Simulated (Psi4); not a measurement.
**doublet GeTe+ at 3 levels**

Wanted: a comparison of 3 runs (U-wB97X-V/def2-TZVP, UDSD-PBEP86/def2-TZVP, UHSE06/def2-TZVP) of doublet GeTe+. 

The results are computed with Psi4 1.11.

### 1 The molecule

The species is GeTe+ (2 atoms), meant as a doublet with charge +1. As SMILES of the parent species, `[Ge][Te]`. The bond length is the one measured for the parent species. That shape belongs to the parent species and isn't relaxed for this state.

Bond lengths: Ge1–Te2 2.340 Å.

### 2 A single-point energy at U-wB97X-V/def2-TZVP (core potential) (run 1)

Input file gete.xyz:

```xyz
2
GeTe
Ge     0.000000     0.000000     0.000000
Te     0.000000     0.000000     2.340165
```

Input file run_ase.py:

```python
import numpy as np
from ase.calculators.psi4 import Psi4
from ase.io import read

a = read('gete.xyz')
calc = Psi4(atoms=a, method='wb97x-v', basis='def2-TZVP', memory='1600MB', num_threads=1, charge=1, multiplicity=2, label='calc', reference='uks')
calc.psi4.set_options({'puream': True, 'e_convergence': 1e-09, 'd_convergence': 1e-08, 'scf_type': 'pk', 'dft_radial_points': 99, 'dft_spherical_points': 590, 'maxiter': 200})
a.calc = calc

print(f'energy: {a.get_potential_energy():.6f} eV')
```

Run with:

```bash
$ python run_ase.py
```

calc.dat:

```text
[...]
    !!!  WARNING: ECP capability is in beta. Please check occupations closely.  !!!
[...]
  Running in c1 symmetry.
[...]
  Nuclear repulsion =  173.666428561473225
[...]
  Multiplicity = 2
[...]
  Nalpha       = 28
  Nbeta        = 27
[...]
    Number of basis functions: 98
[...]
   @UKS iter   1: -2343.11216181738155   -3.92973e+00   2.99850e-02 DIIS/ADIIS
[...]
   @UKS iter  16: -2344.51158942451139   -4.09273e-12   7.63009e-09 DIIS
[...]
   @S^2 Observed:                7.534286218E-01
[...]
    Orbital Energies [Eh]
    ---------------------
    Alpha Occupied:
       1A   -398.852039     2A    -50.097534     3A    -44.611000
       4A    -44.609735     5A    -44.606986     6A     -6.615945
       7A     -6.600234     8A     -4.776639     9A     -4.772736
      10A     -4.764869    11A     -4.761027    12A     -4.748692
      13A     -4.747091    14A     -1.960202    15A     -1.957358
      16A     -1.955050    17A     -1.946578    18A     -1.945356
      19A     -1.602194    20A     -1.601853    21A     -1.596246
      22A     -1.593054    23A     -1.592853    24A     -1.015527
      25A     -0.790625    26A     -0.599508    27A     -0.574115
      28A     -0.570566
    Alpha Virtual:
[...]
  @UKS Final Energy: -2344.51158942451139
   => Energetics <=
    Nuclear Repulsion Energy =            173.6664285614732250
    One-Electron Energy =               -3694.2510864782998397
    Two-Electron Energy =                1251.8323918342061916
    DFT Exchange-Correlation Energy =     -75.9828316450474830
    Empirical Dispersion Energy =           0.0000000000000000
    VV10 Nonlocal Energy =                  0.2235083031563371
    Total Energy =                      -2344.5115894245113850
[...]
 Multipole Moments:
 ------------------------------------------------------------------------------------
     Multipole            Electronic (a.u.)      Nuclear  (a.u.)        Total (a.u.)
 ------------------------------------------------------------------------------------
 L = 1.  Multiply by 2.5417464519 to convert [e a0] to [Debye]
 Dipole X            :          0.0000062            0.0000000            0.0000062
 Dipole Y            :          0.0000001            0.0000000            0.0000001
 Dipole Z            :         50.8771490          -51.6995702           -0.8224213
 Magnitude           :                                                    0.8224213
[...]
```

The script printed:

```text
energy: -63797.409898 eV
```

It took 17 s on 1 thread of AMD EPYC 9R45 (Zen 5), shared host; peak memory 0.78 GiB.

### 3 The energy at UDSD-PBEP86/def2-TZVP (core potential, density fitting for correlation) (run 2)

Input file input.inp:

```
memory 1600 MB

molecule geom {
  1 2
  Ge     0.000000     0.000000     0.000000
  Te     0.000000     0.000000     2.340165
  symmetry c1
}

set basis def2-TZVP
set reference uks
set puream true
set e_convergence 1e-09
set d_convergence 1e-08
set scf_type pk
set dft_radial_points 99
set dft_spherical_points 590
set num_frozen_docc 13
set maxiter 200

energy_value, wavefunction = energy("dsd-pbep86", return_wfn=True)
```

Run with:

```bash
$ psi4 input.inp input.out -n 1
```

input.out:

```text
[...]
    !!!  WARNING: ECP capability is in beta. Please check occupations closely.  !!!
[...]
  Running in c1 symmetry.
[...]
  Nuclear repulsion =  173.666428561473225
[...]
  Multiplicity = 2
[...]
  Nalpha       = 28
  Nbeta        = 27
[...]
    Number of basis functions: 98
[...]
   @UKS iter   1: -2342.02280628388280   -4.35712e+00   2.82228e-02 ADIIS/DIIS
[...]
   @UKS iter  16: -2343.27634147878462   -5.45697e-12   6.25094e-09 DIIS
[...]
   @S^2 Observed:                7.623381263E-01
[...]
    Orbital Energies [Eh]
    ---------------------
    Alpha Occupied:
       1A   -403.250532     2A    -51.600819     3A    -45.832334
       4A    -45.831257     5A    -45.829533     6A     -7.134729
       7A     -7.069069     8A     -5.176858     9A     -5.173172
      10A     -5.168148    11A     -5.101454    12A     -5.088054
      13A     -5.086861    14A     -2.074945    15A     -2.071890
      16A     -2.069760    17A     -2.061035    18A     -2.059593
      19A     -1.770042    20A     -1.769707    21A     -1.764294
      22A     -1.761183    23A     -1.761009    24A     -1.023222
      25A     -0.769778    26A     -0.585992    27A     -0.550075
      28A     -0.546598
    Alpha Virtual:
[...]
  @UKS Final Energy: -2343.27634147878462
   => Energetics <=
    Nuclear Repulsion Energy =            173.6664285614732250
    One-Electron Energy =               -3694.7955231243881826
    Two-Electron Energy =                1206.1895815427169509
    DFT Exchange-Correlation Energy =     -28.3368284585869397
    Empirical Dispersion Energy =           0.0000000000000000
    VV10 Nonlocal Energy =                  0.0000000000000000
    Total Energy =                      -2343.2763414787846159
[...]
 Multipole Moments:
 ------------------------------------------------------------------------------------
     Multipole            Electronic (a.u.)      Nuclear  (a.u.)        Total (a.u.)
 ------------------------------------------------------------------------------------
 L = 1.  Multiply by 2.5417464519 to convert [e a0] to [Debye]
 Dipole X            :          0.0000081            0.0000000            0.0000081
 Dipole Y            :          0.0000002            0.0000000            0.0000002
 Dipole Z            :         50.8289741          -51.6995702           -0.8705961
 Magnitude           :                                                    0.8705961
[...]
```

Wall time 9 s (1 thread of AMD EPYC 9R45 (Zen 5), shared host); peak memory 0.66 GiB.

### 4 A single-point energy at UHSE06/def2-TZVP (core potential) (run 3)

Input file input.json:

```json
{
 "schema_name": "qcschema_input",
 "schema_version": 1,
 "molecule": {
  "schema_name": "qcschema_molecule",
  "schema_version": 2,
  "symbols": ["Ge", "Te"],
  "geometry": [0.0, 0.0, 0.0, 0.0, 0.0, 4.42227094],
  "molecular_charge": 1,
  "molecular_multiplicity": 2,
  "fix_symmetry": "c1",
  "fix_com": true,
  "fix_orientation": true
 },
 "driver": "energy",
 "model": {
  "method": "hse06",
  "basis": "def2-TZVP"
 },
 "keywords": {
  "reference": "uks",
  "puream": true,
  "e_convergence": 1e-09,
  "d_convergence": 1e-08,
  "scf_type": "pk",
  "dft_radial_points": 99,
  "dft_spherical_points": 590,
  "maxiter": 200,
  "scf_properties": ["QUADRUPOLE", "WIBERG_LOWDIN_INDICES", "MAYER_INDICES"]
 }
}
```

Run with:

```bash
$ psi4 --qcschema input.json -n 1 --memory 1600MB
```

stdout:

```text
[...]
    !!!  WARNING: ECP capability is in beta. Please check occupations closely.  !!!
[...]
  Running in c1 symmetry.
[...]
  Nuclear repulsion =  173.666428497933708
[...]
  Multiplicity = 2
[...]
  Nalpha       = 28
  Nbeta        = 27
[...]
    Number of basis functions: 98
[...]
   @UKS iter   1: -2343.10302993676987   -3.51773e+00   2.97986e-02 DIIS/ADIIS
[...]
   @UKS iter  14: -2344.47105600331997   -1.51886e-10   4.10366e-09 DIIS
[...]
   @S^2 Observed:                7.543956979E-01
[...]
    Orbital Energies [Eh]
    ---------------------
    Alpha Occupied:
       1A   -399.369151     2A    -50.177497     3A    -44.652296
       4A    -44.650942     5A    -44.648691     6A     -6.556529
       7A     -6.544794     8A     -4.700281     9A     -4.696064
      10A     -4.690094    11A     -4.685628    12A     -4.672770
      13A     -4.671804    14A     -1.860171    15A     -1.857056
      16A     -1.855354    17A     -1.846354    18A     -1.845059
      19A     -1.493074    20A     -1.492600    21A     -1.488132
      22A     -1.484910    23A     -1.484395    24A     -0.891852
      25A     -0.683985    26A     -0.511156    27A     -0.483055
      28A     -0.480489
    Alpha Virtual:
[...]
  @UKS Final Energy: -2344.47105600331997
   => Energetics <=
    Nuclear Repulsion Energy =            173.6664284979337083
    One-Electron Energy =               -3694.4671111559341625
    Two-Electron Energy =                1252.2584228715027166
    DFT Exchange-Correlation Energy =     -75.9287962168223629
    Empirical Dispersion Energy =           0.0000000000000000
    VV10 Nonlocal Energy =                  0.0000000000000000
    Total Energy =                      -2344.4710560033199727
[...]
 Multipole Moments:
 ------------------------------------------------------------------------------------
     Multipole            Electronic (a.u.)      Nuclear  (a.u.)        Total (a.u.)
 ------------------------------------------------------------------------------------
 L = 1.  Multiply by 2.5417464519 to convert [e a0] to [Debye]
 Dipole X            :          0.0000001            0.0000000            0.0000001
 Dipole Y            :         -0.0000008            0.0000000           -0.0000008
 Dipole Z            :       -104.0436290          106.1345026            2.0908736
 Magnitude           :                                                    2.0908736
 L = 2.  Multiply by 1.3450342976 to convert [e a0^2] to [Debye ang]
 Quadrupole XX       :        -28.9943023            0.0000000          -28.9943023
 Quadrupole XY       :          0.2473346            0.0000000            0.2473346
[...]
```

The result, in JSON:

```text
{
 "driver": "energy",
 "model": {
  "method": "hse06",
  "basis": "def2-TZVP"
 },
 "success": true,
 "return_result": -2344.47105600332,
 "properties": {
  "calcinfo_nbasis": 98,
  "calcinfo_nmo": 98,
  "calcinfo_nalpha": 28,
  "calcinfo_nbeta": 27,
  "calcinfo_natom": 2,
  "nuclear_repulsion_energy": 173.6664284979337,
  "return_energy": -2344.47105600332,
  "scf_one_electron_energy": -3694.467111155934,
  "scf_two_electron_energy": 1252.2584228715027,
  "scf_xc_energy": -75.92879621682236,
  "scf_dipole_moment": [1.1312656394802888e-07, -8.223839614689963e-07, 2.090873577009006],
  "scf_total_energy": -2344.47105600332,
  "scf_iterations": 14
 }
}
```

Wall time 15 s (1 thread of AMD EPYC 9R45 (Zen 5), shared host); peak memory 0.74 GiB.

### 5 Overview of the runs

| run | level | frozen core orbitals | fitting correlation | energy (Eh) | HOMO energy (eV) | LUMO energy (eV) | ⟨S²⟩ | wall time |
| --- | --- | --- | --- | --- | --- | --- | --- | --- |
| 1 | U-wB97X-V/def2-TZVP (core potential) | 0 | – | -2344.511589 | -15.28 | -9.04 | 0.753 | 17 s |
| 2 | UDSD-PBEP86/def2-TZVP (core potential, density fitting for correlation) | 13 | density fitting | -2343.594423 | -14.42 | -8.89 | 0.762 | 9 s |
| 3 | UHSE06/def2-TZVP (core potential) | 0 | – | -2344.471056 | -12.80 | -11.59 | 0.754 | 15 s |

### 6 What came out

| quantity | value |
| --- | --- |
| run 3: total energy | -2344.47106 Eh |
| run 3: HOMO energy (highest over α and β) | -12.80 eV |
| run 3: LUMO energy (lowest over α and β) | -11.59 eV |
| run 3: ⟨S²⟩ | 0.754 |

**Reading.** Totals of different functionals can't be ranked against each other. All runs together took 41 s, the longest 17 s.
